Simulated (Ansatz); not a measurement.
# AlH₉N₂Si₂: one species, many methods

The task here is to estimate one member of a computed series from the others.

Computed with Ansatz 0.2.0, Gaussian basis. Level: functionals in def2-TZVPP, the program's frozen cores in correlated methods.

Plan: LDA (SPW92), PBE-D4, revPBE-D4, BLYP-D4, r2SCAN-D4, B97M-V, PBE0-D4, B3LYP-D4, r2SCANh-D4, r2SCAN0-D4, HSE06-D4, BHLYP-D4, CAM-B3LYP-D4, LC-ωPBE, ωB97X-V, ωB97M-V, B2PLYP, PBE-QIDH; CCSD(T)/def2-SVP; CCSD(T)/def2-TZVPP; MP2/def2-QZVPP; extrapolation to the limit; RPA on PBE.

### Structure used throughout

An earlier PBE0-D4 in a triple-zeta def2 set relaxation fixed the geometry.

SMILES `[NH2][Al]([NH2])[SiH2][SiH3]`, 14 atoms, charge 0, spin multiplicity 1.

Atoms are counted from 1 here; the program's logs count them from 0.

Bond lengths: N1–Al2 1.769 Å, N1–H6 1.007 Å, N1–H7 1.007 Å, Al2–N3 1.770 Å, Al2–Si4 2.441 Å, N3–H8 1.007 Å, N3–H9 1.007 Å, Si4–Si5 2.338 Å, Si4–H10 1.493 Å, Si4–H11 1.494 Å, Si5–H12 1.489 Å, Si5–H13 1.489 Å, Si5–H14 1.491 Å. Angles: Al2–N1–H6 123.5°, Al2–N1–H7 126.4°, H6–N1–H7 110.1°, N1–Al2–N3 120.5°, N1–Al2–Si4 121.6°, N3–Al2–Si4 117.9°, Al2–N3–H8 126.6°, Al2–N3–H9 123.4°, H8–N3–H9 110.0°, Al2–Si4–Si5 109.5°, Al2–Si4–H10 112.8°, Al2–Si4–H11 111.8°, Si5–Si4–H10 108.4°, Si5–Si4–H11 107.4°, H10–Si4–H11 106.8°, Si4–Si5–H12 113.2°, Si4–Si5–H13 110.1°, Si4–Si5–H14 109.4° and more.

Set-up of the first run:

in.yaml reads:

```yaml
crystal:
  periodic: [false, false, false]
  atoms:
    - {symbol: N, position_ang: [-1.204156, 2.540580, 0.690263]}
    - {symbol: Al, position_ang: [-0.741719, 0.833704, 0.635667]}
    - {symbol: N, position_ang: [-0.674331, -0.126368, 2.120966]}
    - {symbol: Si, position_ang: [-0.133258, -0.258802, -1.460555]}
    - {symbol: Si, position_ang: [1.634882, -1.740886, -1.082268]}
    - {symbol: H, position_ang: [-1.256824, 3.128053, -0.125502]}
    - {symbol: H, position_ang: [-1.453892, 3.066029, 1.512162]}
    - {symbol: H, position_ang: [-0.902138, 0.188050, 3.050027]}
    - {symbol: H, position_ang: [-0.398287, -1.094509, 2.142553]}
    - {symbol: H, position_ang: [0.281771, 0.710206, -2.517738]}
    - {symbol: H, position_ang: [-1.268394, -1.051130, -2.021714]}
    - {symbol: H, position_ang: [2.018899, -2.517324, -2.292984]}
    - {symbol: H, position_ang: [2.833538, -0.996895, -0.605488]}
    - {symbol: H, position_ang: [1.250911, -2.709908, -0.016689]}
basis:
  gaussian: {orbitals: def2-TZVPP}
hamiltonian: {xc: lda}
output: {orbitals: {seedname: orbitals}}
```

Steps of the session up to this table: LDA; PBE-D4 (GGA); revPBE-D4 (GGA); BLYP-D4 (GGA); r2SCAN-D4 (meta-GGA); B97M-V (meta-GGA); PBE0-D4 (hybrid); B3LYP-D4 (hybrid); r2SCANh-D4 (hybrid); r2SCAN0-D4 (hybrid); HSE06-D4 (hybrid); BHLYP-D4 (hybrid); CAM-B3LYP-D4 (range-separated); LC-ωPBE (range-separated); ωB97X-V (range-separated); ωB97M-V (range-separated); B2PLYP (double hybrid); PBE-QIDH (double hybrid).

One of the session's tables, all rows but one given; the rest of the session is left out.

It belongs to the step «Frontier levels by functional». 

| functional | HOMO (eV) | gap (eV) |
| --- | --- | --- |
| LDA (SPW92) | -5.86 | 4.43 |
| PBE-D4 | -5.68 | 4.43 |
| revPBE-D4 | -5.62 | 4.45 |
| BLYP-D4 | -5.55 | 4.47 |
| r2SCAN-D4 | -5.98 | 4.92 |
| B97M-V | -6.02 | 4.78 |
| PBE0-D4 | -7.07 | 6.55 |
| B3LYP-D4 | -6.82 | 6.16 |
| r2SCANh-D4 | ? | ? |
| r2SCAN0-D4 | -7.29 | 6.88 |
| HSE06-D4 | -6.66 | 5.78 |
| BHLYP-D4 | -8.34 | 8.67 |
| CAM-B3LYP-D4 | -8.51 | 9.01 |
| LC-ωPBE | -9.92 | 11.42 |
| ωB97X-V | -9.55 | 10.95 |
| ωB97M-V | -9.37 | 10.52 |

Q: Estimate the row for r2SCANh-D4 from the others.

Worked estimate for «HOMO (eV)». Against the share of exact exchange, r2SCAN-D4 (0, -5.98), r2SCAN0-D4 (0.25, -7.29) give a slope of -5.24 per unit share; at 0.1 the line stands at -6.50.

As computed: HOMO (eV): -6.50; gap (eV): 5.70. In «HOMO (eV)» the line misses by 0.00.
